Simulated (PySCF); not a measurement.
# CH5B2FOS: the cost of one run

Computed with PySCF 2.14.0, with density-fitted response routines of our own, on a single molecule in the gas phase. Atoms are numbered from 0 throughout.

### Step 1. The starting structure

11 atoms, charge 0, multiplicity 1; geometry from: GFN2-xTB. The atoms were then displaced at random by about 0.01 Å, so the start is not that level's minimum.

Bonds of the start (Å): B0–O1 1.33, O1–B2 1.31, B2–S3 1.79, S3–C4 1.86, C4–F5 1.37, B0–H6 1.18, B0–H7 1.16, B2–H8 1.18, C4–H9 1.08, C4–H10 1.08.

### Step 2. Relaxing the molecule at PBE0-D3(BJ)/def2-SVP

What the job is given:

```
{"job": {"xc": "PBE0", "basis": "def2-SVP", "d3": "d3bj", "grid": 1, "shake": 0.01, "kind": "geom"}, "charge": 0, "multiplicity": 1}
B      2.881820     0.019280     0.585920
O      1.574040     0.225200     0.443120
B      0.281040     0.360250     0.289650
S     -0.687350    -1.086960    -0.142740
C     -2.390750    -0.357740    -0.054400
F     -2.670490     0.104600     1.207310
H      3.569200     0.157290    -0.359980
H      3.309930    -0.208860     1.640970
H     -0.243370     1.401100     0.451040
H     -3.111510    -1.135550    -0.279050
H     -2.474460     0.495550    -0.717660
```

Started as:

```
$ OMP_NUM_THREADS=1 python probes_run.py task.json out
```

One launch serves the whole session: the jobs run in the order shown.

**Question.** How long does this first job take on 1 thread of Arm Neoverse V1, shared host, and how much memory does it need?

About 44 s, with a peak of 0.44 GiB.
